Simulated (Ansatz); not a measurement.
**A workflow on CH7AlOSi (SMILES [CH3][AlH][O][SiH3])**

Aim: a series of 32 runs (CCSD(T)/6-31G**, MP2/6-31G**, B2GP-PLYP/6-31G**, HF/6-31G**) of CH7AlOSi. 

Program for the calculation: Ansatz 0.2.0.

## 1. The molecule

CH7AlOSi: 11 atoms, total charge 0, spin state singlet. SMILES: `[CH3][AlH][O][SiH3]`. The H7–C1 distance was set to 0.930 Å, away from the relaxed value.

Bond lengths: C1–Al2 1.942 Å, Al2–O3 1.688 Å, O3–Si4 1.621 Å, C1–H5 1.093 Å, C1–H6 1.096 Å, C1–H7 0.930 Å, Al2–H8 1.582 Å, Si4–H9 1.488 Å, Si4–H10 1.489 Å, Si4–H11 1.488 Å. Some angles: C1–Al2–O3 119.8°, Al2–O3–Si4 169.7°, C1–Al2–H8 124.0°, O3–Al2–H8 116.2°, Al2–C1–H5 112.4°, Al2–C1–H6 110.3°, Al2–C1–H7 111.7°, O3–Si4–H9 110.1°, O3–Si4–H10 110.8°, O3–Si4–H11 110.2°.

## 2. A single-point energy at CCSD(T)/6-31G(d,p) (Cartesian functions) (run 1)

The input, molecule.yaml:

```yaml
crystal:
  periodic: [false, false, false]
  atoms:
    - {symbol: C, position_ang: [-1.666886, 1.541254, -0.491823]}
    - {symbol: Al, position_ang: [-1.298986, -0.167446, 0.354977]}
    - {symbol: O, position_ang: [0.256714, -0.818846, 0.285977]}
    - {symbol: Si, position_ang: [1.809914, -1.216346, 0.048977]}
    - {symbol: H, position_ang: [-0.947386, 1.778654, -1.279323]}
    - {symbol: H, position_ang: [-1.617786, 2.349854, 0.246477]}
    - {symbol: H, position_ang: [-2.521600, 1.566500, -0.857000]}
    - {symbol: H, position_ang: [-2.377286, -1.013646, 1.145277]}
    - {symbol: H, position_ang: [2.580714, -1.042146, 1.309577]}
    - {symbol: H, position_ang: [2.422714, -0.355446, -1.000723]}
    - {symbol: H, position_ang: [1.917314, -2.634946, -0.385923]}
basis:
  gaussian:
    orbitals: 6-31G_st__st_.json
magnetization:
  spin_polarized: false
  initial_magnetization: 0
correlation:
  method: ccsd_t
```

The basis set 6-31G** is read from a file made from the Basis Set Exchange's data (not shown).

Run with:

```console
$ ansatz run molecule.yaml --threads 1 --pin off --max-ram 2610MiB --events-out events.jsonl --progress --plain --runs-dir runs
```

Standard output:

```text
Warning: RAYON_NUM_THREADS=1 ignored (pool sized by the plan → 1); use --threads N
Functional definition: HF
  name "HF"
  exchange = exact_x
  correlation = 0
961 factors; integrals over basis functions are off by at most 1.4e-3 eV
mean field evaluation 1: about -17621.0281 eV, gradient 4.3e1 eV
mean field evaluation 2: about -17621.0726 eV, gradient 4.3e1 eV
mean field evaluation 4: about -17625.0017 eV, gradient 3.7e0 eV
mean field evaluation 8: about -17625.0492 eV, gradient 1.4e-4 eV
mean field evaluation 16: about -17624.9874 eV, gradient 1.6e-1 eV
mean field -17625.04916854 eV, -647.7086102566 hartree, gradient 2.6e-6 eV, S^2 0.000000; 0 other end points of the search recorded, 0 dependent functions left out
12 core orbitals not correlated: weight in the atoms' cores, before any rotation towards them, 1.000 or more for the frozen orbitals, at most 0.000 for the correlated occupied ones
reference -17625.04916854 eV, -647.7086102566 hartree; 12, 12 occupied and 79, 79 virtual orbitals, 961 factors
second order -13.16598482 eV of doubles, -0.00000000 eV of singles
cycle   1  -13.92585198 eV  change   -7.6e-1 eV  update   9.0e-2
cycle   2  -14.31408897 eV  change   -3.9e-1 eV  update   2.7e-2
cycle   3  -14.41678995 eV  change   -1.0e-1 eV  update   1.4e-2
cycle   4  -14.41278278 eV  change    4.0e-3 eV  update   3.2e-3
cycle   5  -14.41199634 eV  change    7.9e-4 eV  update   1.3e-3
cycle   6  -14.41206509 eV  change   -6.9e-5 eV  update   3.9e-4
cycle   7  -14.41191670 eV  change    1.5e-4 eV  update   1.5e-4
cycle   8  -14.41191388 eV  change    2.8e-6 eV  update   3.8e-5
cycle   9  -14.41192769 eV  change   -1.4e-5 eV  update   1.2e-5
perturbative correction -0.31066421 eV, -0.0114166992 hartree
Total energy: -17639.77176045 eV, -648.2496555298 hartree
```

It took 18 s on 1 thread of Arm Neoverse N1, shared host; peak memory 0.39 GiB.

## 3. The distorted shape: a single-point energy at CCSD(T)/6-31G(d,p) (Cartesian functions) (run 2)

The input, molecule.yaml:

```yaml
crystal:
  periodic: [false, false, false]
  atoms:
    - {symbol: C, position_ang: [-1.566412, 1.538286, -0.448896]}
    - {symbol: Al, position_ang: [-1.198512, -0.170414, 0.397904]}
    - {symbol: O, position_ang: [0.357188, -0.821814, 0.328904]}
    - {symbol: Si, position_ang: [1.910388, -1.219314, 0.091904]}
    - {symbol: H, position_ang: [-0.846912, 1.775686, -1.236396]}
    - {symbol: H, position_ang: [-1.517312, 2.346886, 0.289404]}
    - {symbol: H, position_ang: [-2.521600, 1.566500, -0.857000]}
    - {symbol: H, position_ang: [-2.276812, -1.016614, 1.188204]}
    - {symbol: H, position_ang: [2.681188, -1.045114, 1.352504]}
    - {symbol: H, position_ang: [2.523188, -0.358414, -0.957796]}
    - {symbol: H, position_ang: [2.017788, -2.637914, -0.342996]}
basis:
  gaussian: {orbitals: 6-31G_st__st_.json}
correlation: {method: ccsd_t}
```

The basis set 6-31G** is read from a file made from the Basis Set Exchange's data (not shown).

Run with:

```console
$ ansatz run molecule.yaml --threads 1 --pin off --max-ram 2610MiB --events-out events.jsonl --progress --plain --runs-dir runs
```

Standard output:

```text
Warning: RAYON_NUM_THREADS=1 ignored (pool sized by the plan → 1); use --threads N
[... 4 set-up lines as earlier in the session ...]
965 factors; integrals over basis functions are off by at most 1.3e-3 eV
mean field evaluation 1: about -17621.7212 eV, gradient 4.2e1 eV
mean field evaluation 2: about -17621.7642 eV, gradient 4.2e1 eV
mean field evaluation 4: about -17625.5670 eV, gradient 3.5e0 eV
mean field evaluation 8: about -17625.6125 eV, gradient 1.3e-4 eV
mean field evaluation 16: about -17625.5515 eV, gradient 1.5e-1 eV
mean field -17625.61246670 eV, -647.7293110820 hartree, gradient 2.7e-6 eV, S^2 0.000000; 0 other end points of the search recorded, 0 dependent functions left out
12 core orbitals not correlated: weight in the atoms' cores, before any rotation towards them, 1.000 or more for the frozen orbitals, at most 0.000 for the correlated occupied ones
reference -17625.61246670 eV, -647.7293110820 hartree; 12, 12 occupied and 79, 79 virtual orbitals, 965 factors
second order -13.17694391 eV of doubles, -0.00000000 eV of singles
cycle   1  -13.93380766 eV  change   -7.6e-1 eV  update   9.0e-2
cycle   2  -14.32598834 eV  change   -3.9e-1 eV  update   2.7e-2
cycle   3  -14.43018539 eV  change   -1.0e-1 eV  update   1.4e-2
cycle   4  -14.42660405 eV  change    3.6e-3 eV  update   3.2e-3
cycle   5  -14.42582930 eV  change    7.7e-4 eV  update   1.3e-3
cycle   6  -14.42588239 eV  change   -5.3e-5 eV  update   3.9e-4
cycle   7  -14.42573268 eV  change    1.5e-4 eV  update   1.5e-4
cycle   8  -14.42572840 eV  change    4.3e-6 eV  update   3.9e-5
cycle   9  -14.42574184 eV  change   -1.3e-5 eV  update   1.2e-5
perturbative correction -0.31454184 eV, -0.0115591995 hartree
Total energy: -17640.35275038 eV, -648.2710065158 hartree
```

It took 17 s on 1 thread of Arm Neoverse N1, shared host; peak memory 0.39 GiB.

Runs 3 to 4 aren't shown in full; the table further down has their settings and results.

## 4. The distorted shape: energy and forces at CCSD(T)/6-31G(d,p) (Cartesian functions) (run 5)

The input, input.yaml:

```yaml
crystal:
  periodic: [false, false, false]
  atoms:
    - symbol: C
      position_ang: [-1.113868, 1.524919, -0.255546]
    - symbol: Al
      position_ang: [-0.745968, -0.183781, 0.591254]
    - symbol: O
      position_ang: [0.809732, -0.835181, 0.522254]
    - symbol: Si
      position_ang: [2.362932, -1.232681, 0.285254]
    - symbol: H
      position_ang: [-0.394368, 1.762319, -1.043046]
    - symbol: H
      position_ang: [-1.064768, 2.333519, 0.482754]
    - symbol: H
      position_ang: [-2.521600, 1.566500, -0.857000]
    - symbol: H
      position_ang: [-1.824268, -1.029981, 1.381554]
    - symbol: H
      position_ang: [3.133732, -1.058481, 1.545854]
    - symbol: H
      position_ang: [2.975732, -0.371781, -0.764446]
    - symbol: H
      position_ang: [2.470332, -2.651281, -0.149646]
basis:
  gaussian:
    orbitals: 6-31G_st__st_.json
output: {forces: true}
correlation:
  method: ccsd_t
```

The basis set 6-31G** is read from a file made from the Basis Set Exchange's data (not shown).

Run with:

```console
$ ansatz run input.yaml --threads 1 --pin off --max-ram 2610MiB --events-out events.jsonl --progress --plain --runs-dir runs
```

Standard output:

```text
Warning: RAYON_NUM_THREADS=1 ignored (pool sized by the plan → 1); use --threads N
[... 4 set-up lines as earlier in the session ...]
965 factors; integrals over basis functions are off by at most 1.3e-3 eV
mean field evaluation 1: about -17620.0813 eV, gradient 4.1e1 eV
mean field evaluation 2: about -17620.1230 eV, gradient 4.2e1 eV
mean field evaluation 4: about -17623.9190 eV, gradient 3.4e0 eV
mean field evaluation 8: about -17623.9682 eV, gradient 2.6e-4 eV
mean field evaluation 16: about -17623.9068 eV, gradient 2.0e-1 eV
mean field -17623.96824464 eV, -647.6688870358 hartree, gradient 4.0e-6 eV, S^2 0.000000; 0 other end points of the search recorded, 0 dependent functions left out
12 core orbitals not correlated: weight in the atoms' cores, before any rotation towards them, 1.000 or more for the frozen orbitals, at most 0.000 for the correlated occupied ones
reference -17623.96824464 eV, -647.6688870358 hartree; 12, 12 occupied and 79, 79 virtual orbitals, 965 factors
second order -13.23609165 eV of doubles, -0.00000000 eV of singles
cycle   1  -13.99650046 eV  change   -7.6e-1 eV  update   9.8e-2
cycle   2  -14.44600926 eV  change   -4.5e-1 eV  update   3.2e-2
cycle   3  -14.57267571 eV  change   -1.3e-1 eV  update   1.7e-2
cycle   4  -14.57017459 eV  change    2.5e-3 eV  update   3.8e-3
cycle   5  -14.56898343 eV  change    1.2e-3 eV  update   1.5e-3
cycle   6  -14.56913999 eV  change   -1.6e-4 eV  update   4.5e-4
cycle   7  -14.56903224 eV  change    1.1e-4 eV  update   1.9e-4
cycle   8  -14.56900448 eV  change    2.8e-5 eV  update   5.9e-5
cycle   9  -14.56902456 eV  change   -2.0e-5 eV  update   2.2e-5
cycle  10  -14.56902671 eV  change   -2.2e-6 eV  update   8.1e-6
perturbative correction -0.34647496 eV, -0.0127327198 hartree
the calculation of the forces begins
Total energy: -17638.88374631 eV, -648.2170216119 hartree
Atom 0 at    -1.113868     1.524919    -0.255546 Å, force    -3.306989     0.175191    -1.408744 eV/Å
Atom 1 at    -0.745968    -0.183781     0.591254 Å, force    -0.954378    -0.082456     0.085511 eV/Å
Atom 2 at     0.809732    -0.835181     0.522254 Å, force    -0.192560    -0.010182     0.084265 eV/Å
Atom 3 at     2.362932    -1.232681     0.285254 Å, force     0.969723    -0.267552    -0.132812 eV/Å
Atom 4 at    -0.394368     1.762319    -1.043046 Å, force    -0.361026     0.086506    -0.224423 eV/Å
Atom 5 at    -1.064768     2.333519     0.482754 Å, force    -0.382257     0.089379    -0.181486 eV/Å
Atom 6 at    -2.521600     1.566500    -0.857000 Å, force     4.246790    -0.071916     1.785731 eV/Å
Atom 7 at    -1.824268    -1.029981     1.381554 Å, force     0.044666     0.052371    -0.009367 eV/Å
Atom 8 at     3.133732    -1.058481     1.545854 Å, force    -0.052501    -0.027203    -0.155878 eV/Å
Atom 9 at     2.975732    -0.371781    -0.764446 Å, force    -0.035757    -0.107654     0.114904 eV/Å
Atom 10 at     2.470332    -2.651281    -0.149646 Å, force     0.024289     0.163516     0.042298 eV/Å
Dipole moment:    -0.006977     0.162482    -0.033993 e Å
```

Wall time 91 s (1 thread of Arm Neoverse N1, shared host); peak memory 0.56 GiB.

Runs 6 to 31 aren't shown in full; the table further down has their settings and results.

## 5. The distorted shape: the energy at HF/6-31G(d,p) (Cartesian functions) (run 32)

The input, run.yaml:

```yaml
crystal:
  periodic: [false, false, false]
  atoms:
    - {symbol: C, position_ang: [0.193207, 1.486311, 0.302902]}
    - {symbol: Al, position_ang: [0.561107, -0.222389, 1.149702]}
    - {symbol: O, position_ang: [2.116807, -0.873789, 1.080702]}
    - {symbol: Si, position_ang: [3.670007, -1.271289, 0.843702]}
    - {symbol: H, position_ang: [0.912707, 1.723711, -0.484598]}
    - {symbol: H, position_ang: [0.242307, 2.294911, 1.041202]}
    - {symbol: H, position_ang: [-2.521600, 1.566500, -0.857000]}
    - {symbol: H, position_ang: [-0.517193, -1.068589, 1.940002]}
    - {symbol: H, position_ang: [4.440807, -1.097089, 2.104302]}
    - {symbol: H, position_ang: [4.282807, -0.410389, -0.205998]}
    - {symbol: H, position_ang: [3.777407, -2.689889, 0.408802]}
basis:
  gaussian: {orbitals: 6-31G_st__st_.json}
hamiltonian: {xc: hf}
```

The basis set 6-31G** is read from a file made from the Basis Set Exchange's data (not shown).

Run with:

```console
$ ansatz run run.yaml --threads 1 --pin off --max-ram 2610MiB --events-out events.jsonl --progress --plain --runs-dir runs
```

Standard output:

```text
Warning: RAYON_NUM_THREADS=1 ignored (pool sized by the plan → 1); use --threads N
[... 4 set-up lines as earlier in the session ...]
966 factors; integrals over basis functions are off by at most 1.3e-3 eV
mean field evaluation 1: about -17611.1098 eV, gradient 4.7e1 eV
mean field evaluation 2: about -17611.1533 eV, gradient 4.7e1 eV
mean field evaluation 4: about -17618.3740 eV, gradient 4.4e0 eV
mean field evaluation 8: about -17618.5284 eV, gradient 5.7e-1 eV
mean field evaluation 16: about -17614.2768 eV, gradient 1.1e1 eV
mean field -17618.53268708 eV, -647.4691339797 hartree, gradient 9.0e-6 eV, S^2 0.000000; 0 other end points of the search recorded, 0 dependent functions left out
reference -17618.53268708 eV, -647.4691339797 hartree; 24, 24 occupied and 79, 79 virtual orbitals, 966 factors
Total energy: -17618.53268708 eV, -647.4691339797 hartree
```

Run time: 2.4 s. Hardware: 1 thread of Arm Neoverse N1, shared host; peak memory 0.15 GiB.

## 6. Overview of the runs

```csv
run,level,task,frozen core orbitals,bond length,energy (Eh),wall time
1,CCSD(T)/6-31G** (Cartesian functions),energy,12,0.9298,-648.249656,18 s
2,CCSD(T)/6-31G** (Cartesian functions),energy,12,1.0391,-648.271007,17 s
3,CCSD(T)/6-31G** (Cartesian functions),energy,12,1.1485,-648.271345,17 s
4,CCSD(T)/6-31G** (Cartesian functions),energy,12,1.3126,-648.253014,17 s
5,CCSD(T)/6-31G** (Cartesian functions),gradient,12,1.5314,-648.217022,91 s
6,CCSD(T)/6-31G** (Cartesian functions),energy,12,1.8595,-648.166667,19 s
7,CCSD(T)/6-31G** (Cartesian functions),energy,12,2.297,-648.124435,22 s
8,CCSD(T)/6-31G** (Cartesian functions),gradient,12,2.9533,-648.107975,2.6 min
9,MP2/6-31G** (Cartesian functions),energy,12,0.9298,-648.192451,2.4 s
10,MP2/6-31G** (Cartesian functions),energy,12,1.0391,-648.213555,2.4 s
11,MP2/6-31G** (Cartesian functions),energy,12,1.1485,-648.213456,2.4 s
12,MP2/6-31G** (Cartesian functions),energy,12,1.3126,-648.193992,2.5 s
13,MP2/6-31G** (Cartesian functions),energy,12,1.5314,-648.155304,2.5 s
14,MP2/6-31G** (Cartesian functions),gradient,12,1.8595,-648.097598,7.2 s
15,MP2/6-31G** (Cartesian functions),energy,12,2.297,-648.038854,4.2 s
16,MP2/6-31G** (Cartesian functions),energy,12,2.9533,-647.990130,5.4 s
17,B2GP-PLYP/6-31G** (Cartesian functions),gradient,12,0.9298,-649.014883,20 s
18,B2GP-PLYP/6-31G** (Cartesian functions),gradient,12,1.0391,-649.035776,20 s
19,B2GP-PLYP/6-31G** (Cartesian functions),gradient,12,1.1485,-649.035781,20 s
20,B2GP-PLYP/6-31G** (Cartesian functions),energy,12,1.3126,-649.016851,8.7 s
21,B2GP-PLYP/6-31G** (Cartesian functions),energy,12,1.5314,-648.979222,8.7 s
22,B2GP-PLYP/6-31G** (Cartesian functions),energy,12,1.8595,-648.923151,8.1 s
23,B2GP-PLYP/6-31G** (Cartesian functions),gradient,12,2.297,-648.865859,20 s
24,B2GP-PLYP/6-31G** (Cartesian functions),energy,12,2.9533,-648.816925,14 s
25,HF/6-31G** (Cartesian functions),energy,–,0.9298,-647.708588,1.4 s
26,HF/6-31G** (Cartesian functions),energy,–,1.0391,-647.729289,1.4 s
27,HF/6-31G** (Cartesian functions),energy,–,1.1485,-647.728838,1.4 s
28,HF/6-31G** (Cartesian functions),gradient,–,1.3126,-647.708804,3.3 s
29,HF/6-31G** (Cartesian functions),energy,–,1.5314,-647.668865,1.4 s
30,HF/6-31G** (Cartesian functions),gradient,–,1.8595,-647.607765,3.3 s
31,HF/6-31G** (Cartesian functions),energy,–,2.297,-647.540403,1.4 s
32,HF/6-31G** (Cartesian functions),energy,–,2.9533,-647.469134,2.4 s
```

## 7. Results

```
                             quantity          value
distorted shape, run 32: total energy  -647.46913 Eh
```

**Reading.** Below the HF energy at the same shape and in the same basis (6-31G**): CCSD(T) -638.8 mEh; MP2 -521.0 mEh. In run 8 the T1 diagnostic is large, so a single reference may not serve. In runs 6, 7, 8, 14, 15, 16, 22, 23 and more the log says that unrestricted orbitals would lower the reference, so the values rest on an unstable closed-shell determinant (other closed-shell runs at this shape may share the fault). All runs together took 8.7 min, the longest 2.6 min.
